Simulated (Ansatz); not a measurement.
# CH₄OTe (SMILES CO[TeH]): single points off equilibrium

How do the functionals fare away from a minimum? The structure is a structure displaced at random from a GFN2-xTB minimum.

Program: Ansatz 0.2.0, Gaussian basis. Level of theory: single points in def2-TZVPP. These are calculated values, not measurements.

Correlated methods freeze the cores. Filled d shells of the heavier atoms are correlated. Core potentials replace the inner electrons past krypton, and spin-orbit coupling is left out.

### Step 1. Where the work starts

SMILES `CO[TeH]`, 7 atoms, charge 0, spin multiplicity 1.

Atoms are counted from 1 here; the program's logs count them from 0.

Bond lengths: C1–O2 1.482 Å, C1–H4 1.021 Å, C1–H5 1.033 Å, C1–H6 1.311 Å, O2–Te3 1.875 Å, Te3–H7 1.568 Å. Angles: O2–C1–H4 122.7°, O2–C1–H5 107.5°, O2–C1–H6 93.3°, H4–C1–H5 127.2°, H4–C1–H6 93.6°, H5–C1–H6 99.3°, C1–O2–Te3 112.0°, O2–Te3–H7 98.3°.

As a file:

```xyz
7
CH4OTe
C    -0.33060    0.62770   -0.41790
O    -0.56350   -0.44020    0.58270
Te    0.45010   -1.97500    0.22080
H    -0.71450    0.59100   -1.36360
H     0.47390    1.18830   -0.09140
H    -1.30760    1.37360    0.03900
H     1.85650   -1.41900    0.63430
```

### Step 2. CCSD(T)/def2-TZVPP

run/in.yaml reads:

```yaml
crystal:
  periodic: [false, false, false]
  atoms:
    - {symbol: C, position_ang: [-0.330600, 0.627700, -0.417900]}
    - {symbol: O, position_ang: [-0.563500, -0.440200, 0.582700]}
    - {symbol: Te, position_ang: [0.450100, -1.975000, 0.220800]}
    - {symbol: H, position_ang: [-0.714500, 0.591000, -1.363600]}
    - {symbol: H, position_ang: [0.473900, 1.188300, -0.091400]}
    - {symbol: H, position_ang: [-1.307600, 1.373600, 0.039000]}
    - {symbol: H, position_ang: [1.856500, -1.419000, 0.634300]}
basis:
  gaussian: {orbitals: def2-TZVPP}
correlation: {method: ccsd_t}
output: {forces: true}
```

No record of the launch command was kept for these runs.

### Step 3. PBE0-D4/def2-TZVPP

run/in.yaml, as its differences from that of step 2:

```diff
@@ -12,3 +12,3 @@
   gaussian: {orbitals: def2-TZVPP}
-correlation: {method: ccsd_t}
-output: {forces: true}
+hamiltonian: {xc: pbe0, dispersion: d4}
+output: {forces: true, orbitals: {seedname: orbitals}}
```

### Step 4. wB97M-V/def2-TZVPP

run/in.yaml, as its differences from that of step 3:

```diff
@@ -12,3 +12,3 @@
   gaussian: {orbitals: def2-TZVPP}
-hamiltonian: {xc: pbe0, dispersion: d4}
-output: {forces: true, orbitals: {seedname: orbitals}}
+hamiltonian: {xc: {name: wB97M-V}}
+output: {forces: true}
```

### Step 5. r2SCAN-D4/def2-TZVPP

run/in.yaml, as its differences from that of step 4:

```diff
@@ -12,3 +12,3 @@
   gaussian: {orbitals: def2-TZVPP}
-hamiltonian: {xc: {name: wB97M-V}}
+hamiltonian: {xc: r2scan, dispersion: d4}
 output: {forces: true}
```

### Step 6. PBE-D4/def2-TZVPP

run/in.yaml, as its differences from that of step 5:

```diff
@@ -12,3 +12,3 @@
   gaussian: {orbitals: def2-TZVPP}
-hamiltonian: {xc: r2scan, dispersion: d4}
+hamiltonian: {xc: pbe, dispersion: d4}
 output: {forces: true}
```

### Step 7. BLYP-D4/def2-TZVPP

run/in.yaml, as its differences from that of step 6:

```diff
@@ -12,3 +12,3 @@
   gaussian: {orbitals: def2-TZVPP}
-hamiltonian: {xc: pbe, dispersion: d4}
+hamiltonian: {xc: {name: BLYP}, dispersion: d4}
 output: {forces: true}
```

### Step 8. SPW92/def2-TZVPP

run/in.yaml, as its differences from that of step 7:

```diff
@@ -12,3 +12,3 @@
   gaussian: {orbitals: def2-TZVPP}
-hamiltonian: {xc: {name: BLYP}, dispersion: d4}
+hamiltonian: {xc: lda}
 output: {forces: true}
```

(Steps that only read results are left out.)

Before running it: what results should come out? Wanted: energy less free atoms, CCSD(T)/def2-TZVPP; RMS force component; RMS force error; HOMO and LUMO, PBE0-D4; T1 diagnostic.

The runs gave:

```
                                  quantity                                                                                         value
energy less free atoms, CCSD(T)/def2-TZVPP                                                                                -1997.6 kJ/mol
                       RMS force component                                                          2.399 to 2.468 eV/Å over the methods
                           RMS force error  PBE0-D4 0.137, wB97M-V 0.079, r2SCAN-D4 0.095, PBE-D4 0.268, BLYP-D4 0.351, SPW92 0.286 eV/Å
                    HOMO and LUMO, PBE0-D4                                                                            -6.12 and -1.26 eV
                             T1 diagnostic                                                                                         0.013
```

**Reading.** Against CCSD(T) the functionals' energies less atoms differ by -442.2 to -47.0 kJ/mol, PBE-D4 by -117.5 kJ/mol. CCSD(T) in triple zeta still lacks some correlation energy of the bonds, so part of these gaps is its own basis error and they don't rank the functionals. For forces wB97M-V does best and BLYP-D4 worst. Frozen-core CCSD(T) forces in triple zeta carry basis errors of their own, and this is one geometry, so small gaps rank nothing.
